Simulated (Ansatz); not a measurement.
# SiGeH5+: one structure at several levels

A test off equilibrium: a structure displaced at random from a GFN2-xTB minimum is computed at several levels, and each is set against CCSD(T).

Computed with Ansatz 0.2.0, Gaussian basis. Level: single points in def2-TZVPP.

Correlated methods freeze the cores. Filled d shells of the heavier atoms are correlated.

## Step 1: The starting structure

SMILES `[SiH2+][GeH3]`, 7 atoms, charge 1, spin multiplicity 1.

Atoms are counted from 1 here; the program's logs count them from 0.

Bond lengths: Si1–Ge2 2.580 Å, Si1–H3 1.598 Å, Si1–H4 1.288 Å, Ge2–H5 1.624 Å, Ge2–H6 1.451 Å, Ge2–H7 1.488 Å. Angles: Ge2–Si1–H3 111.6°, Ge2–Si1–H4 127.4°, H3–Si1–H4 120.6°, Si1–Ge2–H5 98.0°, Si1–Ge2–H6 115.9°, Si1–Ge2–H7 111.8°, H5–Ge2–H6 116.6°, H5–Ge2–H7 116.1°, H6–Ge2–H7 99.3°.

As a file:

```xyz
7
charge 1, multiplicity 1
Si   -0.4547   -1.4327   -0.0535
Ge    0.3124    1.0301   -0.0791
H    -0.0322   -2.1673    1.3013
H    -1.2043   -2.0286   -0.9154
H    -0.2496    1.4261   -1.5509
H    -0.1420    1.8476    1.0306
H     1.7827    1.1542    0.1154
```

## Step 2: CCSD(T)/def2-TZVPP

The input, run/in.yaml:

```yaml
crystal:
  periodic: [false, false, false]
  atoms:
    - {symbol: Si, position_ang: [-0.454700, -1.432700, -0.053500]}
    - {symbol: Ge, position_ang: [0.312400, 1.030100, -0.079100]}
    - {symbol: H, position_ang: [-0.032200, -2.167300, 1.301300]}
    - {symbol: H, position_ang: [-1.204300, -2.028600, -0.915400]}
    - {symbol: H, position_ang: [-0.249600, 1.426100, -1.550900]}
    - {symbol: H, position_ang: [-0.142000, 1.847600, 1.030600]}
    - {symbol: H, position_ang: [1.782700, 1.154200, 0.115400]}
basis:
  gaussian: {orbitals: def2-TZVPP}
total_charge: 1
correlation: {method: ccsd_t}
output: {forces: true}
```

No record of the launch command was kept for these runs.

## Step 3: PBE0-D4/def2-TZVPP

Changes to run/in.yaml since step 2:

```diff
@@ -13,3 +13,3 @@
 total_charge: 1
-correlation: {method: ccsd_t}
-output: {forces: true}
+hamiltonian: {xc: pbe0, dispersion: d4}
+output: {forces: true, orbitals: {seedname: orbitals}}
```

## Step 4: wB97M-V/def2-TZVPP

Changes to run/in.yaml since step 3:

```diff
@@ -13,3 +13,3 @@
 total_charge: 1
-hamiltonian: {xc: pbe0, dispersion: d4}
-output: {forces: true, orbitals: {seedname: orbitals}}
+hamiltonian: {xc: {name: wB97M-V}}
+output: {forces: true}
```

## Step 5: r2SCAN-D4/def2-TZVPP

Changes to run/in.yaml since step 4:

```diff
@@ -13,3 +13,3 @@
 total_charge: 1
-hamiltonian: {xc: {name: wB97M-V}}
+hamiltonian: {xc: r2scan, dispersion: d4}
 output: {forces: true}
```

## Step 6: PBE-D4/def2-TZVPP

Changes to run/in.yaml since step 5:

```diff
@@ -13,3 +13,3 @@
 total_charge: 1
-hamiltonian: {xc: r2scan, dispersion: d4}
+hamiltonian: {xc: pbe, dispersion: d4}
 output: {forces: true}
```

## Step 7: BLYP-D4/def2-TZVPP

Changes to run/in.yaml since step 6:

```diff
@@ -13,3 +13,3 @@
 total_charge: 1
-hamiltonian: {xc: pbe, dispersion: d4}
+hamiltonian: {xc: {name: BLYP}, dispersion: d4}
 output: {forces: true}
```

## Step 8: wB97X-V/def2-TZVPP

Changes to run/in.yaml since step 7:

```diff
@@ -13,3 +13,3 @@
 total_charge: 1
-hamiltonian: {xc: {name: BLYP}, dispersion: d4}
+hamiltonian: {xc: {name: wB97X-V}}
 output: {forces: true}
```

(Steps that only read results are left out.)

What does the calculation give? Wanted: energy less free atoms, CCSD(T)/def2-TZVPP; RMS force component; RMS force error; HOMO and LUMO, PBE0-D4; T1 diagnostic.

The runs gave:

| quantity | value |
| --- | --- |
| energy less free atoms, CCSD(T)/def2-TZVPP | -886.2 kJ/mol |
| RMS force component | 2.251 to 2.311 eV/Å over the methods |
| RMS force error | PBE0-D4 0.070, wB97M-V 0.042, r2SCAN-D4 0.071, PBE-D4 0.168, BLYP-D4 0.137, wB97X-V 0.033 eV/Å |
| HOMO and LUMO, PBE0-D4 | -13.90 and -9.47 eV |
| T1 diagnostic | 0.013 |

In words: Against CCSD(T) the functionals' energies less atoms differ by -43.3 to +14.2 kJ/mol, PBE-D4 by +11.2 kJ/mol. The reference is not at the basis limit: in triple zeta CCSD(T) underbinds, which counts against methods that bind more; the gaps are no ranking. For forces wB97X-V does best and PBE-D4 worst. Frozen-core CCSD(T) forces in triple zeta carry basis errors of their own, and this is one geometry, so small gaps rank nothing.
